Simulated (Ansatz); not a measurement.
# C2H4AlOSb: harmonic frequencies at the relaxed geometry from a Python script

At which frequencies does C2H4AlOSb vibrate? Wanted for C2H4AlOSb: harmonic frequencies at the relaxed geometry. SMILES: [AlH2][C]#C[O][SbH2].

All numbers are computed with the Python package of Ansatz 0.2.0. Level of theory: B3LYP/def2-SVP.

### 1 Starting point

Bond lengths: Al1–C2 1.880 Å, C2–C3 1.178 Å, C3–O4 1.431 Å, O4–Sb5 2.080 Å, Al1–H6 1.629 Å, Al1–H7 1.613 Å, Sb5–H8 1.722 Å, Sb5–H9 1.793 Å. Angles: Al1–C2–C3 179.0°, C2–Al1–H6 122.5°, C2–Al1–H7 120.8°, H6–Al1–H7 116.2°, C2–C3–O4 175.7°, C3–O4–Sb5 114.8°, O4–Sb5–H8 92.6°, O4–Sb5–H9 93.2°, H8–Sb5–H9 95.1°.

No structure file is read: the coordinates are typed or built in the script.

### 2 Script

The input, freq_c2h4alosb.py:

```python
from dataclasses import dataclass
import itertools

import ansatz as az
from ase import Atoms
from ase.data import atomic_numbers, covalent_radii
from ase.thermochemistry import IdealGasThermo
import numpy as np


@dataclass(frozen=True)
class Options:
    basis: str = 'def2-SVP'
    xc: str = 'b3lyp'


settings = Options()

GEOMETRY = '''
Al   -0.79110    1.57860   -1.85570
C     0.27000    0.59560   -0.65460
C     0.93020   -0.03790    0.08760
O     1.81610   -0.75250    0.95430
Sb    0.87860   -2.06300    2.27020
H    -0.18580    2.77060   -2.78710
H    -2.39500    1.40950   -1.86840
H    -0.12350   -2.71390    1.02960
H    -0.31100   -0.83320    2.80700
'''

molecule = az.Crystal.molecule()
for line in GEOMETRY.strip().splitlines():
    symbol, *xyz = line.split()
    molecule = molecule.atom(symbol, [float(v) for v in xyz])

base = (
    molecule.calculation()
    .basis(gaussian=settings.basis)
    .functional(settings.xc)
)
symbols = [site.symbol for site in molecule.cartesian_sites]
start = np.array([site.position_ang for site in molecule.cartesian_sites], dtype=float)
rep = base.relax(force_tolerance=0.003).run(threads=1, pin='off').report
end = np.array(rep['positions_ang'])

radius = [covalent_radii[atomic_numbers[s]] for s in symbols]
span = lambda where, i, j: np.linalg.norm(where[i] - where[j])
bonded = [(i, j) for i, j in itertools.combinations(range(len(symbols)), 2) if min(span(start, i, j), span(end, i, j)) < 1.2 * (radius[i] + radius[j])]
print('pair        before    after (A)')
for i, j in bonded:
    print(f'{symbols[i]}{i}-{symbols[j]}{j}'.ljust(10), f'{span(start, i, j):8.4f} {span(end, i, j):8.4f}')

minimum = az.Crystal.molecule()
for symbol, place in zip(symbols, end):
    minimum = minimum.atom(symbol, place.tolist())
vibrating = minimum.calculation()
vibrating = vibrating.basis(gaussian=settings.basis)
vibrating = vibrating.functional(settings.xc)
vibrating = vibrating.phonons(temperatures=(298.15, 498.15, 100))
vib = vibrating.run(threads=1, pin='off').report['vibrations']
sums = vib['harmonic_sums']
modes = [m['omega_inv_cm'] for m in sums['modes_at_gamma'] if m['rigid_motion'] == 'no']
print('frequencies (1/cm):', ' '.join(f'{w:.0f}' for w in modes))
print('imaginary modes:', sum(w < 0 for w in modes), ' zero-point energy:', round(sums['zero_point_energy_ev'], 4), 'eV')
gas = IdealGasThermo(vib_energies=[w / 8065.544 for w in modes if w > 0], geometry='linear' if len(modes) == 3 * len(symbols) - 5 else 'nonlinear',
                     atoms=Atoms(symbols, positions=end), symmetrynumber=1, spin=0.0)
print(f'H(298 K) - E = {gas.get_enthalpy(298.15, verbose=False):.4f} eV')
print(f'S(298 K, 1 bar) = {96485.33 * gas.get_entropy(298.15, 1e5, verbose=False):.1f} J/(mol K) with symmetry number 1')
```

### 3 What the engine is handed

The package turns the script's settings into the engine's input (first run):

```yaml
crystal:
  periodic: [false, false, false]
  atoms:
    - { symbol: Al, position_ang: [-0.7911, 1.5786, -1.8557] }
    - { symbol: C, position_ang: [0.27, 0.5956, -0.6546] }
    - { symbol: C, position_ang: [0.9302, -0.0379, 0.0876] }
    - { symbol: O, position_ang: [1.8161, -0.7525, 0.9543] }
    - { symbol: Sb, position_ang: [0.8786, -2.063, 2.2702] }
    - { symbol: H, position_ang: [-0.1858, 2.7706, -2.7871] }
    - { symbol: H, position_ang: [-2.395, 1.4095, -1.8684] }
    - { symbol: H, position_ang: [-0.1235, -2.7139, 1.0296] }
    - { symbol: H, position_ang: [-0.311, -0.8332, 2.807] }
basis:
  gaussian:
    orbitals: def2-SVP
hamiltonian:
  xc: b3lyp
relax:
  f_tol: 0.003
```

### 4 Launch

The run is started by

```bash
> python freq_c2h4alosb.py
```

What it wrote:

```text
pair        before    after (A)
Al0-C1       1.8801   1.8831
Al0-H5       1.6293   1.5855
Al0-H6       1.6128   1.5868
C1-C2        1.1782   1.2353
C2-O3        1.4306   1.2766
O3-Sb4       2.0804   2.0902
Sb4-H7       1.7225   1.7274
Sb4-H8       1.7932   1.7274
frequencies (1/cm): 63 81 88 147 164 363 519 538 549 573 594 622 666 806 851 1261 1917 1925 1925 1932 2210
imaginary modes: 0  zero-point energy: 1.103 eV
H(298 K) - E = 1.3507 eV
S(298 K, 1 bar) = 388.1 J/(mol K) with symmetry number 1
```

Run time: 4.7 min. Hardware: 1 thread of Arm Neoverse V2, shared host; peak memory 0.37 GiB.

### 5 What changed from run to run

The engine's inputs for the other runs:

Run 2, against run 1:

```diff
@@ -4,9 +4,9 @@
-    - { symbol: Al, position_ang: [-0.7911, 1.5786, -1.8557] }
-    - { symbol: C, position_ang: [0.27, 0.5956, -0.6546] }
-    - { symbol: C, position_ang: [0.9302, -0.0379, 0.0876] }
-    - { symbol: O, position_ang: [1.8161, -0.7525, 0.9543] }
-    - { symbol: Sb, position_ang: [0.8786, -2.063, 2.2702] }
-    - { symbol: H, position_ang: [-0.1858, 2.7706, -2.7871] }
-    - { symbol: H, position_ang: [-2.395, 1.4095, -1.8684] }
-    - { symbol: H, position_ang: [-0.1235, -2.7139, 1.0296] }
-    - { symbol: H, position_ang: [-0.311, -0.8332, 2.807] }
+    - { symbol: Al, position_ang: [-0.8077326773249072, 1.6508147447900283, -1.8551500691362313] }
+    - { symbol: C, position_ang: [0.2398923563837358, 0.6405913205733874, -0.6602308834145962] }
+    - { symbol: C, position_ang: [0.955100509380242, -0.006970814062713507, 0.11119429914557026] }
+    - { symbol: O, position_ang: [1.707948834920242, -0.668579586671025, 0.9019639994042326] }
+    - { symbol: Sb, position_ang: [0.9469012328594971, -2.047715301796844, 2.2758660572198717] }
+    - { symbol: H, position_ang: [-0.1252785802381694, 2.672693039075334, -2.8570626489696576] }
+    - { symbol: H, position_ang: [-2.385144934460719, 1.4788192930702384, -1.859982108468395] }
+    - { symbol: H, position_ang: [-0.12308030113687099, -2.7695132446548416, 1.1278458803490323] }
+    - { symbol: H, position_ang: [-0.32010644038304953, -0.9963394503235646, 2.798455473870172] }
@@ -18,2 +18,5 @@
-relax:
-  f_tol: 0.003
+phonons:
+  temperatures:
+    t_min: 298.15
+    t_max: 498.15
+    t_step: 100.0
```

Lines on the test bed's own set-up are left out of the output.

### 6 What each run gave

The 2 runs, in the order started:

| run | kind of run | energy from run 2 (eV) | SCF cycles in all | CPU time (s) |
| --- | --- | --- | --- | --- |
| 1 | relaxation | 0.0000 | 149 | 100 |
| 2 | phonons | 0.0000 | 321 | 180 |

### 7 The relaxation of run 1, step by step

The steps of the relaxation:

| step | E - E(step 1) (eV) | largest force component (eV/Å) |
| --- | --- | --- |
| 1 | 0.0000 | 6.4561 |
| 2 | -0.5138 | 2.0662 |
| 3 | -0.6757 | 0.7456 |
| 4 | -0.6884 | 0.1472 |
| 5 | -0.6905 | 0.0511 |
| 6 | -0.6910 | 0.0234 |
| 7 | -0.6915 | 0.0206 |
| 8 | -0.6918 | 0.0284 |
| 9 | -0.6919 | 0.0237 |
| 10 | -0.6920 | 0.0163 |
| 11 | -0.6920 | 0.0018 |
| 12 | -0.6920 | 0.0031 |
| 13 | -0.6920 | 0.0377 |
| 14 | -0.6920 | 0.0020 |
| 15 | -0.6921 | 0.0048 |
| 16 | -0.6921 | 0.0022 |
| 17 | -0.6921 | 0.0047 |
| 18 | -0.6921 | 0.0037 |
| 19 | -0.6921 | 0.0034 |
| 20 | -0.6921 | 0.0003 |

Step 1 is the start. Step 13 was tried and not accepted.

Before: Bond lengths: Al1–C2 1.880 Å, C2–C3 1.178 Å, C3–O4 1.431 Å, O4–Sb5 2.080 Å, Al1–H6 1.629 Å, Al1–H7 1.613 Å, Sb5–H8 1.722 Å, Sb5–H9 1.793 Å. Angles: Al1–C2–C3 179.0°, C2–Al1–H6 122.5°, C2–Al1–H7 120.8°, H6–Al1–H7 116.2°, C2–C3–O4 175.7°, C3–O4–Sb5 114.8°, O4–Sb5–H8 92.6°, O4–Sb5–H9 93.2°, H8–Sb5–H9 95.1°.

After: Bond lengths: Al1–C2 1.883 Å, C2–C3 1.235 Å, C3–O4 1.277 Å, O4–Sb5 2.090 Å, Al1–H6 1.585 Å, Al1–H7 1.587 Å, Sb5–H8 1.727 Å, Sb5–H9 1.727 Å. Angles: Al1–C2–C3 178.4°, C2–Al1–H6 120.5°, C2–Al1–H7 119.8°, H6–Al1–H7 119.7°, C2–C3–O4 179.2°, C3–O4–Sb5 122.3°, O4–Sb5–H8 93.7°, O4–Sb5–H9 93.7°, H8–Sb5–H9 90.1°.

### 8 Harmonic frequencies

Frequencies (cm⁻¹; negative: imaginary): 63, 81, 88, 147, 164, 363, 519, 538, 549, 573, 594, 622, 666, 806, 851, 1261, 1917, 1925, 1925, 1932, 2210.

### 9 What came out

| quantity | value |
| --- | --- |
| runs compared | 2 |
| moves of the relaxation of run 1 | 18 |
| energy gained in run 1 | 0.692 eV |
| last largest force component of run 1 | 0.0003 eV/Å |
| highest frequency | 2210 cm⁻¹ |
| imaginary modes | 0 |
| zero-point energy | 1.103 eV |

**Reading.** Run 1: After 18 moves the largest shift is 0.164 Å, of atom 9 (H). All frequencies are real, so the geometry is a minimum. The values are harmonic; measured fundamentals also hold anharmonic shifts, mostly downward for stretches. The frequencies are harmonic and unscaled, in a modest basis. The result belongs to the one conformer reached from this start, and soft torsions count as harmonic oscillators. def2 sets replace the cores of elements past krypton by effective core potentials. b3lyp holds the VWN-RPA fit, as in Gaussian; the form of ORCA and Turbomole is b3lyp5. The entropy takes a symmetry number of 1; a symmetric molecule's is lower by R ln(sigma).
